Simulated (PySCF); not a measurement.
# C4H5N3Si: magnetic properties

Programs: PySCF 2.14.0, with routines of our own; each step states its level. All values are computed. Atoms count from 0.

## 1. The starting structure

13 atoms, charge 0, multiplicity 1; geometry from: GFN2-xTB.

## 2. Magnetic properties: GIAO CAM-B3LYP/pcSseg-1

Job settings and geometry (Å):

```
{"job": {"kind": "mag", "xc": "CAM-B3LYP", "basis": "pcSseg-1", "isotopologues": 2}, "charge": 0, "multiplicity": 1}
N      4.138902     0.376122     0.301067
C      3.033530     0.100915     0.171104
C      1.669470    -0.199958     0.021871
C      0.600902     0.641919     0.208999
N     -0.527777    -0.081125    -0.049305
Si    -2.187032     0.502035     0.036771
C     -0.078452    -1.329261    -0.381350
N      1.207461    -1.438899    -0.350867
H      0.563902     1.671785     0.499042
H     -2.983742    -0.661442    -0.331155
H     -2.402462     0.940697     1.413250
H     -2.291187     1.602084    -0.918476
H     -0.747904    -2.124385    -0.638679
```

Method: GIAO CAM-B3LYP/pcSseg-1 magnetisability, rotational g tensor and spin-rotation constants, non-relativistic, gas phase.

Run with:

```bash
OMP_NUM_THREADS=1 python excited_run.py task.json out
```

This one command runs all jobs of the session in turn.

**Question.** How long does this first job take on 1 thread of Arm Neoverse V1, shared host, and how much memory does it need?

About 41 s, with a peak of 0.92 GiB.
